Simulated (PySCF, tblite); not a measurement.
# C₄H₆O₂SSi: geometry, infrared bands and NMR shifts

Aim: predict the infrared bands and NMR shifts of C₄H₆O₂SSi (`O=CO/C=C1\[SiH2]CS1`).

The runs use tblite 0.8.0 and PySCF 2.14.0, with density-fitted response routines of our own; the level of theory stands in each step. All values are computed, except where a source is named. Atoms count from 0, in the outputs and in this text.

### 1 Starting geometry

14 atoms, charge 0, multiplicity 1; geometry from: force field or distance geometry start.

Bonds of the start (Å): O0–C1 1.24, C1–O2 1.39, O2–C3 1.40, C3–C4 1.31, C4–Si5 1.84, Si5–C6 1.88, C6–S7 1.83, S7–C4 1.79, C1–H8 1.11, C3–H9 1.10, Si5–H10 1.45, Si5–H11 1.47, C6–H12 1.14, C6–H13 1.09.

### 2 Geometry optimisation with GFN2-xTB

Job settings and geometry (Å):

```
{"job": {"kind": "relax", "xc": "GFN2-xTB", "basis": "xTB"}, "charge": 0, "multiplicity": 1}
O      2.275600     0.289300    -1.279800
C      2.662000     0.023700    -0.127100
O      2.004600    -0.842100     0.745900
C      0.822000    -1.402300     0.256900
C     -0.230300    -0.706700    -0.110800
Si    -0.767000     1.041900    -0.264500
C     -2.446100     0.308300     0.162600
S     -1.837400    -1.154000    -0.758600
H      3.601400     0.479400     0.239500
H      0.778200    -2.498400     0.214600
H     -0.224900     1.979600     0.697700
H     -0.799700     1.562200    -1.641600
H     -2.563500     0.093700     1.273500
H     -3.275500     0.824900    -0.310400
```

Started as:

```
OMP_NUM_THREADS=1 python probes_run.py task.json out
```

This one command runs all jobs of the session in turn.

**Question.** This job is followed by: GFN2-xTB harmonic vibrations, gas phase; GIAO PBE0/pcSseg-1 NMR shielding, non-relativistic, gas phase. Predict these results of the whole session: strongest single infrared mode (GFN2-xTB); zero-point energy (GFN2-xTB); 13C shifts against TMS (PBE0/pcSseg-1); 1H shifts against TMS (PBE0/pcSseg-1, means over atoms taken as alike); 17O shifts against H2O (PBE0/pcSseg-1); 29Si shifts against TMS (PBE0/pcSseg-1); 33S shifts against CS2 (PBE0/pcSseg-1).

As calculated:

| quantity | value |
| --- | --- |
| strongest single infrared mode (GFN2-xTB) | 2335 cm⁻¹, 402 km/mol |
| zero-point energy (GFN2-xTB) | 56.2 kcal/mol |
| 13C shifts against TMS (PBE0/pcSseg-1) | 168.3, 155.5, 143.2, 24.9 ppm |
| 1H shifts against TMS (PBE0/pcSseg-1, means over atoms taken as alike) | 7.92, 6.60, 5.47, 2.35 ppm |
| 17O shifts against H2O (PBE0/pcSseg-1) | 401.5, 253.4 ppm |
| 29Si shifts against TMS (PBE0/pcSseg-1) | -75.3 ppm |
| 33S shifts against CS2 (PBE0/pcSseg-1) | 53 ppm |

Over 68 steps the energy fell by 1.184 eV; of the close pairs, C1–O2 changed most, 1.394 to 1.296 Å. All 36 modes are real, so the xTB geometry is a minimum. The strongest single mode, at 2335 cm⁻¹, moves mainly H11 and H10. GFN2-xTB is a fitted tight-binding method: band positions and strengths are rough. Its intensities can rank the bands wrongly. At PBE0/pcSseg-1: The largest span, 578 ppm, is at O0, where the paramagnetic term is -470 ppm.
